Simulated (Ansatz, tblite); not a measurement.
# Cyclo-(H2SiSe)2 (Si₂H₄Se₂): a ladder of methods and basis sets

How do method and basis change the picture of cyclo-(H2SiSe)2 (Si₂H₄Se₂) (singlet)?

Computed with Ansatz 0.2.0, Gaussian basis. Level: as each input shows.

Levels to be run: GFN1-xTB, GFN2-xTB, PBE-D4/def2-TZVP, r2SCAN-D4/def2-TZVP, BLYP-D4/def2-TZVP, LDA/def2-TZVP, B97M-V/def2-TZVP, HSE06-D4/def2-TZVP, ωB97X-V/def2-TZVP, ωB97M-V/def2-TZVP, HF/def2-TZVP, PBE-D4/def2-SVP, PBE0-D4/def2-SVP, HF/6-31G, B3LYP-D4/6-31G, CCSD(T)/def2-TZVP, RPA/def2-TZVP.

## Step 1: The geometry

The geometry is that of the singlet, from an earlier relaxation (PBE0-D4/def2-SVP).

8 atoms, charge 0, spin multiplicity 1.

Bond lengths: Si1–H2 1.491 Å, Si1–H3 1.491 Å, Si1–Se4 2.293 Å, Si1–Se8 2.293 Å, Se4–Si5 2.293 Å, Si5–H6 1.491 Å, Si5–H7 1.491 Å, Si5–Se8 2.293 Å. Angles: H2–Si1–H3 108.8°, H2–Si1–Se4 112.0°, H2–Si1–Se8 112.0°, H3–Si1–Se4 112.0°, H3–Si1–Se8 112.0°, Se4–Si1–Se8 99.9°, Si1–Se4–Si5 80.1°, Se4–Si5–H6 112.0°, Se4–Si5–H7 112.0°, Se4–Si5–Se8 99.9°, H6–Si5–H7 108.8°, H6–Si5–Se8 112.0°, H7–Si5–Se8 112.0°, Si1–Se8–Si5 80.1°.

PBE0-D4/def2-TZVP was run before; its log isn't repeated, and its numbers join the tables.

## Step 2: GFN1-xTB

Tight binding, by tblite at 300 K electronic temperature and without a spin-polarisation term:

```python
tblite.interface.Calculator('GFN1-xTB', numbers, positions, charge=0, uhf=0).singlepoint()
```

Energy -345.5936 eV, HOMO -10.72 eV, LUMO -5.63 eV; 0.01 s.

## Step 3: GFN2-xTB

Tight binding, by tblite at 300 K electronic temperature and without a spin-polarisation term:

```python
tblite.interface.Calculator('GFN2-xTB', numbers, positions, charge=0, uhf=0).singlepoint()
```

Energy -325.0282 eV, HOMO -10.75 eV, LUMO -7.08 eV; 0.008 s.

## Step 4: PBE-D4/def2-TZVP

start.molden holds the orbitals of an earlier run on this state, given as this run's starting guess.

The input, in.yaml:

```yaml
crystal:
  periodic: [false, false, false]
  atoms:
    - {symbol: Si, position_ang: [1.421065, 0.035283, 0.394684]}
    - {symbol: H, position_ang: [2.136581, -1.030086, 1.154274]}
    - {symbol: H, position_ang: [2.378603, 1.140141, 0.100825]}
    - {symbol: Se, position_ang: [-0.438370, 0.783127, 1.508352]}
    - {symbol: Si, position_ang: [-1.421047, -0.035095, -0.394772]}
    - {symbol: H, position_ang: [-2.375882, -1.141825, -0.099160]}
    - {symbol: H, position_ang: [-2.139694, 1.028257, -1.154228]}
    - {symbol: Se, position_ang: [0.438734, -0.779802, -1.509964]}
basis:
  gaussian: {orbitals: def2-TZVP, initial_orbitals: start.molden}
hamiltonian: {xc: pbe, dispersion: d4}
scf: {omitted_lower_state_checks: [starts]}
output: {orbitals: {seedname: orbitals}}
```

Launch:

```sh
$ ansatz run in.yaml --threads 4 --pin off --events-out ev --progress --plain --max-ram 3916MiB
```

The runs that follow: r2SCAN-D4/def2-TZVP; BLYP-D4/def2-TZVP; LDA/def2-TZVP; B97M-V/def2-TZVP; HSE06-D4/def2-TZVP; ωB97X-V/def2-TZVP; ωB97M-V/def2-TZVP; HF/def2-TZVP; PBE-D4/def2-SVP; PBE0-D4/def2-SVP; HF/6-31G; B3LYP-D4/6-31G; CCSD(T)/def2-TZVP; RPA/def2-TZVP.

Before running them: what should the planned runs give, taken together? Wanted: gap in def2-TZVP, named functionals and Hartree-Fock, smallest and largest; correlation energy, CCSD(T)/def2-TZVP; binding an atom, CCSD(T)/def2-TZVP; PBE0 total energy, smallest basis above largest.

**Answer**, as computed:

```
                                                                  quantity                           value
gap in def2-TZVP, named functionals and Hartree-Fock, smallest and largest    3.97 eV (LDA), 11.60 eV (HF)
                                     correlation energy, CCSD(T)/def2-TZVP                       -22.61 eV
                                        binding an atom, CCSD(T)/def2-TZVP                        2.977 eV
                           PBE0 total energy, smallest basis above largest  21.67 eV (def2-SVP, def2-TZVP)
```

Orbital gaps of the named functionals and Hartree-Fock in def2-TZVP span 3.97 eV (LDA) to 11.60 eV (HF); exact exchange widens it. A small miss in a minimal or small basis is a cancelling of errors, not accuracy. The functionals in def2-TZVP miss CCSD(T)/def2-TZVP by +0.067 (BLYP-D4) to +0.530 eV (LDA) an atom. CCSD(T)/def2-TZVP isn't at the basis-set limit; small misses against it rank nothing.
